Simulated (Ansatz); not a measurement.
# doublet CH3BFN− at 6 levels

We compute a comparison of 6 runs (UHF/aug-cc-pVDZ, U-wB97X/aug-cc-pVDZ, UB3LYP/aug-cc-pVDZ, UBHLYP/aug-cc-pVDZ, UBLYP/aug-cc-pVDZ, UCCSD(T)/aug-cc-pVDZ) of doublet CH3BFN−. 

The calculation is run with Ansatz 0.2.0.

93 further runs of the same task are left out: 93 set aside as unsound or not needed.

**1. The system as given**

CH3BFN− has 7 atoms, charge -1, and is taken as a doublet. As SMILES of the parent species, `BN=CF`. Geometry: relaxed at PBE0-D4/def2-TZVP. That shape belongs to the parent species and isn't relaxed for this state.

Bond lengths: B1–N2 1.364 Å, N2–C3 1.223 Å, C3–F4 1.339 Å, B1–H5 1.196 Å, B1–H6 1.196 Å, C3–H7 1.088 Å. Angles: B1–N2–C3 178.6°, N2–C3–F4 122.5°, N2–B1–H5 118.8°, N2–B1–H6 118.8°, N2–C3–H7 126.7°, F4–C3–H7 110.8°, H5–B1–H6 122.5°.

**2. A single-point energy at UHF/aug-cc-pVDZ (run 1)**

Contents of input.yaml:

```yaml
crystal:
  periodic: [false, false, false]
  atoms:
    - {symbol: B, position_ang: [-0.480500, 1.089800, 0.570900]}
    - {symbol: N, position_ang: [0.018600, -0.008400, -0.066500]}
    - {symbol: C, position_ang: [0.466800, -1.006900, -0.611700]}
    - {symbol: F, position_ang: [0.739900, -2.132000, 0.060700]}
    - {symbol: H, position_ang: [0.284400, 1.897100, 1.009900]}
    - {symbol: H, position_ang: [-1.666300, 1.214200, 0.659800]}
    - {symbol: H, position_ang: [0.698200, -1.122000, -1.669000]}
basis:
  gaussian:
    orbitals: aug-cc-pVDZ
total_charge: -1
magnetization:
  spin_polarized: true
  initial_magnetization: 1
hamiltonian:
  xc: hf
accuracy: high
output: {orbitals: {seedname: orbitals}}
```

On the command line:

```console
$ ansatz run input.yaml --threads 1 --pin off --max-ram 3480MiB --events-out events.jsonl --progress --plain --runs-dir runs
```

Log:

```text
Warning: RAYON_NUM_THREADS=1 ignored (pool sized by the plan → 1); use --threads N
Functional definition: HF
  name "HF"
  exchange = exact_x
  correlation = 0
2329 factors; integrals over basis functions are off by at most 2.9e-9 eV
mean field evaluation 1: about -5931.8725 eV, gradient 2.8e1 eV
mean field evaluation 2: about -5931.9459 eV, gradient 2.8e1 eV
mean field evaluation 4: about -5936.4969 eV, gradient 3.2e0 eV
mean field evaluation 8: about -5936.7548 eV, gradient 9.2e-1 eV
mean field evaluation 16: about -5936.9197 eV, gradient 2.0e-3 eV
mean field evaluation 32: about -5936.9198 eV, gradient 2.7e-8 eV
mean field evaluation 64: about -5936.7675 eV, gradient 5.9e-1 eV
mean field evaluation 96: about -5936.6082 eV, gradient 8.2e-1 eV
mean field evaluation 128: about -5936.7560 eV, gradient 9.5e-1 eV
mean field evaluation 160: about -5936.1851 eV, gradient 5.4e-1 eV
mean field evaluation 192: about -5936.3460 eV, gradient 2.6e-1 eV
mean field evaluation 224: about -5935.6475 eV, gradient 6.2e-1 eV
mean field evaluation 256: about -5936.6094 eV, gradient 8.5e-1 eV
mean field evaluation 288: about -5936.9198 eV, gradient 1.6e-4 eV
mean field -5936.91982870 eV, -218.1777795161 hartree, gradient 5.8e-8 eV, S^2 0.750427; 3 other end points of the search recorded, 0 dependent functions left out
reference -5936.91982870 eV, -218.1777795161 hartree; 16, 15 occupied and 103, 104 virtual orbitals, 2329 factors
Total energy: -5936.91982870 eV, -218.1777795161 hartree
```

Wall time 39 s (1 thread of Intel Xeon Platinum 8259CL at 2.50GHz (Skylake/Cascade Lake), shared host); peak memory 0.47 GiB.

**3. A single-point energy at U-wB97X/aug-cc-pVDZ (run 2)**

input.yaml, as its differences from that of step 2:

```diff
@@ -18,3 +18,3 @@
 hamiltonian:
-  xc: hf
+  xc: {name: wB97X}
 accuracy: high
```

On the command line:

```console
$ ansatz run input.yaml --threads 1 --pin off --max-ram 3480MiB --events-out events.jsonl --progress --plain --runs-dir runs
```

Log, shortened:

```text
Warning: RAYON_NUM_THREADS=1 ignored (pool sized by the plan → 1); use --threads N
Functional definition: wB97X
  name "wB97X"
[...]
      + exact_x_lr(omega)
[...]
      + integral(e_c_pw_opposite_spin*poly(b97_u_opposite, 1, cos1, cos2, cos3, cos4))
2329 factors; integrals over basis functions are off by at most 2.9e-9 eV
492 factors; integrals over basis functions are off by at most 1.7e-9 eV
[...]
mean field -5967.21773068 eV, -219.2912068772 hartree, gradient 6.6e-8 eV, S^2 0.750631; 6 other end points of the search recorded, 0 dependent functions left out
reference -5967.21773944 eV, -219.2912071989 hartree; 16, 15 occupied and 103, 104 virtual orbitals, 2329 factors
Total energy: -5967.21773944 eV, -219.2912071989 hartree
```

Run time: 3.8 min. Hardware: 1 thread of Intel Xeon Platinum 8259CL at 2.50GHz (Skylake/Cascade Lake), shared host; peak memory 1 GiB.

Runs 3 to 5 aren't shown in full; the table further down has their settings and results.

**4. The energy at UCCSD(T)/aug-cc-pVDZ (run 6)**

Contents of molecule.yaml:

```yaml
crystal:
  periodic: [false, false, false]
  atoms:
    - {symbol: B, position_ang: [-0.480500, 1.089800, 0.570900]}
    - {symbol: N, position_ang: [0.018600, -0.008400, -0.066500]}
    - {symbol: C, position_ang: [0.466800, -1.006900, -0.611700]}
    - {symbol: F, position_ang: [0.739900, -2.132000, 0.060700]}
    - {symbol: H, position_ang: [0.284400, 1.897100, 1.009900]}
    - {symbol: H, position_ang: [-1.666300, 1.214200, 0.659800]}
    - {symbol: H, position_ang: [0.698200, -1.122000, -1.669000]}
basis:
  gaussian:
    orbitals: aug-cc-pVDZ
total_charge: -1
magnetization:
  spin_polarized: true
  initial_magnetization: 1
correlation:
  method: ccsd_t
  frozen_orbitals: {B: 1, C: 1, F: 1, H: 0, "N": 1}
accuracy: high
scf:
  omitted_lower_state_checks: [cluster_reference, increment]
```

On the command line:

```console
$ ansatz run molecule.yaml --threads 1 --pin off --max-ram 3480MiB --events-out events.jsonl --progress --plain --runs-dir runs
```

Log:

```text
Warning: RAYON_NUM_THREADS=1 ignored (pool sized by the plan → 1); use --threads N
[... 17 lines left out ...]
4 core orbitals not correlated: weight in the atoms' cores, before any rotation towards them, 1.000 or more for the frozen orbitals, at most 0.000 for the correlated occupied ones
[... 38 lines left out ...]
Total energy: -5954.50389109 eV, -218.8239818899 hartree
Checks for a lower state left out: cluster_reference, increment
```

It took 3.7 min on 1 thread of Intel Xeon Platinum 8259CL at 2.50GHz (Skylake/Cascade Lake), shared host; peak memory 2.8 GiB.

**5. Overview of the runs**

```
run                 level  frozen core orbitals  energy (Eh)  HOMO energy (eV)  LUMO energy (eV)   ⟨S²⟩  wall time
  1       UHF/aug-cc-pVDZ                     –  -218.177780              0.79              3.48  0.750       39 s
  2   U-wB97X/aug-cc-pVDZ                     –  -219.291207              0.68              3.62  0.751    3.8 min
  3    UB3LYP/aug-cc-pVDZ                     –  -219.369649              1.57              2.52  0.751       53 s
  4    UBHLYP/aug-cc-pVDZ                     –  -219.246630              1.34              2.99  0.750       65 s
  5     UBLYP/aug-cc-pVDZ                     –  -219.311900              1.94              2.36  0.751       32 s
  6  UCCSD(T)/aug-cc-pVDZ                     4  -218.823982                 –                 –  0.750    3.7 min
```

**6. Results**

| quantity | value |
| --- | --- |
| run 6: total energy | -218.82398 Eh |
| run 6: correlation energy (4 core orbitals frozen) | -646.2 mEh |
| run 6: (T) correction | -22.57 mEh |
| run 6: ⟨S²⟩ of the reference determinant | 0.750 |
| run 6: T1 diagnostic | 0.036 |

In words: Totals of different functionals can't be ranked against each other. In runs 1, 2, 3, 4, 5 the HOMO lies above zero, so the outermost electron may be held by the basis alone. All runs together took 11 min, the longest 3.8 min.
